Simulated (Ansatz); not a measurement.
**GaPH₄S: basis-set convergence**

How large a basis does GaPH₄S need? Two functionals are run in growing sets.

Program: Ansatz 0.2.0, Gaussian basis. Level of theory: one geometry, several basis sets. These are calculated values, not measurements.

Plan: PBE0-D4/def2-SVP; ωB97M-V/def2-SVP; PBE0-D4/def2-QZVPP; ωB97M-V/def2-QZVPP; the functionals' def2-TZVPP values are taken from earlier runs.

### Step 1. Structure used throughout

All runs share one geometry, relaxed beforehand with PBE0-D4 in a triple-zeta def2 set.

SMILES `S[PH][GaH2]`, 7 atoms, charge 0, spin multiplicity 1.

Atoms are counted from 1 here; the program's logs count them from 0.

Bond lengths: S1–P2 2.199 Å, S1–H4 1.344 Å, P2–Ga3 2.348 Å, P2–H5 1.421 Å, Ga3–H6 1.561 Å, Ga3–H7 1.559 Å. Angles: P2–S1–H4 95.4°, S1–P2–Ga3 67.4°, S1–P2–H5 90.3°, Ga3–P2–H5 95.4°, P2–Ga3–H6 113.8°, P2–Ga3–H7 118.6°, H6–Ga3–H7 127.6°.

### Step 2. PBE0-D4 in def2-SVP

in.yaml reads:

```yaml
crystal:
  periodic: [false, false, false]
  atoms:
    - {symbol: S, position_ang: [-1.069688, -1.066697, -0.257031]}
    - {symbol: P, position_ang: [-0.641898, 0.950612, -1.021229]}
    - {symbol: Ga, position_ang: [0.912782, 0.247551, 0.591253]}
    - {symbol: H, position_ang: [-1.978348, -0.667737, 0.648824]}
    - {symbol: H, position_ang: [0.052719, 0.392240, -2.127700]}
    - {symbol: H, position_ang: [0.549957, 0.681873, 2.046400]}
    - {symbol: H, position_ang: [2.174476, -0.537852, 0.119483]}
basis:
  gaussian: {orbitals: def2-SVP}
hamiltonian: {xc: pbe0, dispersion: d4}
output: {orbitals: {seedname: orbitals}}
```

Launch:

```console
ansatz run in.yaml --threads 2 --pin off --events-out ev --progress --plain --max-ram 4352MiB
```

The runs that follow: ωB97M-V in def2-SVP; PBE0-D4 in def2-QZVPP; ωB97M-V in def2-QZVPP.

Q: Predict the results of all the runs planned. Wanted: PBE0-D4: double and triple zeta above quadruple; ωB97M-V: double and triple zeta above quadruple.

The runs gave:

| quantity | value |
| --- | --- |
| PBE0-D4: double and triple zeta above quadruple | 15.62, 1.81 eV |
| ωB97M-V: double and triple zeta above quadruple | 15.51, 1.74 eV |

What this shows: PBE0-D4 gains 13.81 eV from double to triple zeta, then 1.81 eV more. Total energies overstate the basis error of differences, where much of it tends to cancel. The LUMO of ωB97M-V is positive and keeps falling with the basis (1.07 to 0.46 eV): an unbound level that the basis holds in place.
